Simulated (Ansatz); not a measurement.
# Cl₂H₄N₂Si: how energies converge with the basis set

Aim: see how fast density functionals converge with the basis set for Cl₂H₄N₂Si.

Program: Ansatz 0.2.0, Gaussian basis. Level of theory: one geometry, several basis sets. These are calculated values, not measurements.

The runs, in order: PBE0-D4/def2-SVP; ωB97M-V/def2-SVP; PBE0-D4/def2-QZVPP; ωB97M-V/def2-QZVPP; the functionals' def2-TZVPP values are taken from earlier runs.

## Step 1: The geometry

The geometry comes from an earlier relaxation with PBE0-D4 in a triple-zeta def2 set; it is a stationary point, not always the lowest conformer.

9 atoms, charge 0, spin multiplicity 1.

Atoms are counted from 1 here; the program's logs count them from 0.

Bond lengths: N1–Si2 1.689 Å, N1–H6 1.007 Å, N1–H7 1.006 Å, Si2–N3 1.689 Å, Si2–Cl4 2.056 Å, Si2–Cl5 2.056 Å, N3–H8 1.006 Å, N3–H9 1.007 Å. Angles: Si2–N1–H6 120.0°, Si2–N1–H7 120.6°, H6–N1–H7 112.5°, N1–Si2–N3 109.0°, N1–Si2–Cl4 116.6°, N1–Si2–Cl5 104.7°, N3–Si2–Cl4 104.7°, N3–Si2–Cl5 116.6°, Cl4–Si2–Cl5 105.6°, Si2–N3–H8 120.6°, Si2–N3–H9 120.0°, H8–N3–H9 112.5°.

## Step 2: PBE0-D4 in def2-SVP

Input file in.yaml:

```yaml
crystal:
  periodic: [false, false, false]
  atoms:
    - {symbol: N, position_ang: [0.003289, 1.371336, -0.521466]}
    - {symbol: Si, position_ang: [-0.064353, -0.306402, -0.338012]}
    - {symbol: N, position_ang: [0.186371, -0.691654, 1.287340]}
    - {symbol: Cl, position_ang: [-1.844165, -1.215706, -0.820861]}
    - {symbol: Cl, position_ang: [1.312172, -1.033870, -1.680998]}
    - {symbol: H, position_ang: [-0.582563, 1.963608, 0.044631]}
    - {symbol: H, position_ang: [0.215450, 1.780145, -1.416098]}
    - {symbol: H, position_ang: [-0.140628, -1.566288, 1.662287]}
    - {symbol: H, position_ang: [1.002926, -0.347369, 1.766076]}
basis:
  gaussian: {orbitals: def2-SVP}
hamiltonian: {xc: pbe0, dispersion: d4}
output: {orbitals: {seedname: orbitals}}
```

Run with:

```console
$ ansatz run in.yaml --threads 4 --pin off --events-out ev --progress --plain --max-ram 10444MiB
```

After this run come: ωB97M-V in def2-SVP; PBE0-D4 in def2-QZVPP; ωB97M-V in def2-QZVPP.

Q: Predict the results of all the runs planned. Wanted: PBE0-D4: double and triple zeta above quadruple; ωB97M-V: double and triple zeta above quadruple.

**Answer**, as computed:

| quantity | value |
| --- | --- |
| PBE0-D4: double and triple zeta above quadruple | 16.61, 1.21 eV |
| ωB97M-V: double and triple zeta above quadruple | 16.57, 1.14 eV |

What this shows: For PBE0-D4 the step from double to triple zeta gains 15.40 eV and the next only 1.21 eV. These are total energies; as a rule much of such shifts cancels in differences, which this series doesn't test. The LUMO of ωB97M-V is positive and keeps falling with the basis (3.04 to 1.46 eV): an unbound level that the basis holds in place.
